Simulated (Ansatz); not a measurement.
# Mo (Im-3m): equation of state

The task here is to estimate one member of a computed series from the others.

Method: DFT r²SCAN, scalar-relativistic, plane waves, PAW, in Ansatz 0.2.0.

### Starting point

The structure is cubic, space group Im-3m (No. 229). Conventional cell: a = 3.151 Å, b = 3.151 Å, c = 3.151 Å, α = 90.00°, β = 90.00°, γ = 90.00°. Mo (site symmetry m-3m) is surrounded by 8 Mo at 2.73 Å.

Coordinates:

```cif
data_structure
_symmetry_space_group_name_H-M 'Im-3m'
_symmetry_Int_Tables_number 229
_cell_length_a 3.1508
_cell_length_b 3.1508
_cell_length_c 3.1508
_cell_angle_alpha 90.000
_cell_angle_beta 90.000
_cell_angle_gamma 90.000
_cell_volume 31.28
loop_
_atom_site_label
_atom_site_type_symbol
_atom_site_symmetry_multiplicity
_atom_site_Wyckoff_symbol
_atom_site_fract_x
_atom_site_fract_y
_atom_site_fract_z
_atom_site_occupancy
Mo1 Mo 2 a 0.00000 0.00000 0.00000 1
```

This cell comes from an earlier session at r²SCAN: 15.640 Å³/atom at 0.01 GPa, on a 20×20×20 mesh.

Volume factors to run: 0.980, 1.020, 0.960, 1.040.

The first run:

Input file input.yaml:

```yaml
crystal:
  lattice:
    - [-1.5648366486, 1.5648366486, 1.5648366486]
    - [1.5648366486, -1.5648366486, 1.5648366486]
    - [1.5648366486, 1.5648366486, -1.5648366486]
  atoms:
    - { symbol: Mo, position: [0.0, 0.0, 0.0] }
basis:
  ecutwfc: 500
  ecutrho_ratio: 4
kpoints:
  mp_grid: { grid: [20, 20, 20] }
hamiltonian:
  xc: r2scan
scf:
  occupations: { method: gaussian, width: 0.05 }
output:
  forces: true
  stress: true
  eigenvalues: true
```

Run with:

```
ansatz run input.yaml --threads 1 --pin off --max-ram 2560MiB --backend cpu --events-out ev --progress --plain --runs-dir out
```

Steps of the session up to this table: Volume × 0.980; Scaling the volume by 1.020; Volume × 0.960; Volume × 1.040.

One of the session's tables, all rows but one given; the rest of the session is left out.

It belongs to the step «The fit». 

```
volume (Å³/atom)  energy (meV/atom)  pressure (GPa)
          15.015              23.17           12.23
          15.327                  ?               ?
          15.640               0.00            0.01
          15.953               5.17           -5.23
          16.266              20.06           -9.94
```

Estimate the missing values for volume (Å³/atom) = 15.327.

Worked estimate for «energy (meV/atom)». A straight line through the neighbours (15.015, 23.17) and (15.640, 0.00) gives 23.17 + (0.00 − 23.17) × (15.327 − 15.015) / (15.640 − 15.015) = 11.60; a parabola fitted to 3 rows on both sides gives 6.02.

The run gave: energy (meV/atom): 5.61; pressure (GPa): 5.81. In «energy (meV/atom)» the line misses by +5.99 and the parabola by +0.41.
